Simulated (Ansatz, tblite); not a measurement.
ZnS: GFN1-xTB, run from Python

These are simulated results from tblite 0.8.0, not measurements. The cell began as a measured structure and was relaxed with r2SCAN in plane waves (Ansatz 0.2.0). All runs are without spin polarisation.

Space group F-43m (No. 216), cubic; conventional cell a = 5.388 Å, 19.55 Å³ an atom. Around Zn lie 4 S at 2.33 Å; around S lie 4 Zn at 2.33 Å.

tblite solves periodic systems at the zone centre alone, so the script builds a cluster of 2×2×2 conventional cells (64 atoms), which folds in a coarse mesh of k points.

Input script:

```python
import json
from ase import Atoms
from ase.build import make_supercell
from ase.units import Bohr, GPa, Hartree
from tblite.interface import Calculator

atoms = Atoms(['Zn', 'S'],
              cell=[[0.0, 2.69409556, 2.69409556], [2.69409556, 0.0, 2.69409556], [2.69409556, 2.69409556, 0.0]],
              scaled_positions=[[0.25, 0.25, 0.25], [0.0, 0.0, 0.0]],
              pbc=True)
cluster = make_supercell(atoms, [[-2, 2, 2], [-2, -2, 2], [2, -2, 2]])
calc = Calculator('GFN1-xTB', cluster.numbers, cluster.positions / Bohr, lattice=cluster.cell[:] / Bohr, periodic=cluster.pbc)
calc.set('temperature', 0.02 / Hartree)
calc.set('max-iter', 150)
res = calc.singlepoint()
levels = res.get('orbital-energies') * Hartree
nv = round(res.get('orbital-occupations').sum() / 2)
cells = len(cluster) // len(atoms)
out = {'energy_per_cell': res.get('energy') * Hartree / cells, 'homo': levels[nv - 1], 'lumo': levels[nv],
       'stress': (-res.get('virial') * Hartree / cluster.get_volume() / GPa).tolist(), 'charges': res.get('charges')[:len(atoms)].tolist(), 'electrons': 2 * nv / cells}
json.dump(out, open('results.json', 'w'))
for key, value in out.items():
    print(key, value)
```

Command: `python run.py`. It took 3.3 s on 1 thread of Arm Neoverse V1, with other jobs on the host, peak memory 0.12 GiB.

The log:

```
------------------------------------------------------------
  cycle        total energy    energy error   density error
------------------------------------------------------------
      1     -142.5720570093  -1.4235070E+02   7.6810280E-01
      2     -145.6079548464  -3.0358978E+00   3.3919031E-01
      3     -146.3595474830  -7.5159264E-01   2.5330375E-01
      4     -146.6087905406  -2.4924306E-01   5.0888938E-02
      5     -146.6498052365  -4.1014696E-02   8.8880136E-03
      6     -146.6507869734  -9.8173685E-04   1.4365622E-03
      7     -146.6507864701   5.0331661E-07   1.0472992E-03
      8     -146.6508033063  -1.6836247E-05   2.7956731E-04
      9     -146.6508042557  -9.4936348E-07   1.5288911E-05
------------------------------------------------------------

 total:                                   2.689 sec
energy_per_cell -124.70536391828239
homo -12.320765766131895
lumo -12.320765766131887
stress [[9.744276125228687, -3.3473341678330337e-06, 3.3473339775287684e-06], [-3.347334168110861e-06, 9.744276125228867, 3.347334253343859e-06], [3.3473339770444667e-06, 3.347334253318193e-06, 9.74427612522887]]
charges [0.24242987903887414, -0.24242308278208818]
electrons 8.0
```

The cycle table is in hartree for the whole cluster, and the lines after it are in eV (the energy for one cell). The printed stress is in GPa and positive in compression, and the pressure is its mean diagonal.

GFN1-xTB gives no gap at the points read. On the same cell, plane-wave PBE (Ansatz, 8×8×8 k points and the special points) gives a gap of 2.15 eV and r2SCAN a gap of 2.71 eV; on shared hosts these took about 2.4 and 5.3 core-seconds on the 2-atom cell, against 3.3 for the script. Semilocal gaps usually lie below measured ones. This method closes a gap that PBE finds, a failure in kind.

The same script was run on cells scaled at fixed shape and fractional coordinates:

```
volume (Å³/atom)  energy (meV/atom)  pressure (GPa, positive in compression)  gap (eV)
           17.21              242.0                                    24.93      0.00
           18.38               93.6                                    16.11      0.00
           19.55                0.0                                     9.74      0.00
           20.73              -53.4                                     5.05      0.00
           21.90              -77.0                                     1.57      0.00
```

The minimum lies beyond the largest of these volumes.

xTB was fitted mostly to molecules, and a small cluster samples few k points, so gaps, pressures and kinks along a curve can be far from a solid's.
